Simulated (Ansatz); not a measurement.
# ClMo: the cost of one run

Computed with Ansatz 0.2.0, Gaussian basis. Level: def2-TZVPP, core rule «outside noble gas», up to 9 orbitals frozen.

The runs, in order: UHF; ROHF; CCSD(T) on UHF.

## 1. The system

The geometry is a PBE0/def2-TZVP stationary point (not a proven minimum) of the parent state, kept for this charge and spin. No spin-orbit coupling is included. Elements past krypton take def2 core potentials.

2 atoms, charge 0, spin multiplicity 4.

Atoms are counted from 1 here; the program's logs count them from 0.

Bond lengths: Mo1–Cl2 2.281 Å.

## 2. UHF

File in.yaml:

```yaml
crystal:
  periodic: [false, false, false]
  atoms:
    - {symbol: Mo, position_ang: [0.000000, 0.000000, 0.000000]}
    - {symbol: Cl, position_ang: [0.000000, 0.000000, 2.280600]}
basis:
  gaussian: {orbitals: def2-TZVPP}
magnetization: {spin_polarized: true, initial_magnetization: 3}
hamiltonian: {xc: hf}
output: {orbitals: {seedname: orbitals}}
```

Launch:

```
> ansatz run in.yaml --threads 1 --pin off --events-out ev --progress --plain --max-ram 4096MiB --backend cpu
```

What time and memory should one allow on 1 thread of AMD EPYC 7R13, shared host?

About 18 s, with a peak of 0.26 GiB.
